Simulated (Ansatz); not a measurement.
Sn3Se in Ansatz: the effect of functional

The system is Sn3Se.

```
Sn Se
1.0
     0.00000    3.73314    3.73314
     3.73314    0.00000    3.73314
     3.73314    3.73314    0.00000
Sn Se
3 1
Direct
  0.50000 0.50000 0.50000
  0.75000 0.75000 0.75000
  0.25000 0.25000 0.25000
  0.00000 0.00000 0.00000
```

The cell comes from a database or a generator and needn't be the stable form of this composition.

Alike in all runs:

* Program: Ansatz 0.2.0
* Task: band structure
* Potentials or basis: all-electron LAPW, scalar-relativistic
* Basis error allowed: 0.002 eV/atom
* k mesh: 6 × 6 × 6
* Occupations: fermi-dirac, width 0.05 eV
* Spin: no spin polarisation

Question: One run gave: pressure -0.2 GPa. Which functional did it use?
A. PBEsol
B. PBE
C. LDA

Answer: B.

```tsv
functional	cutoff	pressure (GPa)
PBEsol	164 eV	-3.2
LDA	164 eV	-4.5
PBE	163 eV	-0.2
```

Not every run made on this cell is shown here.
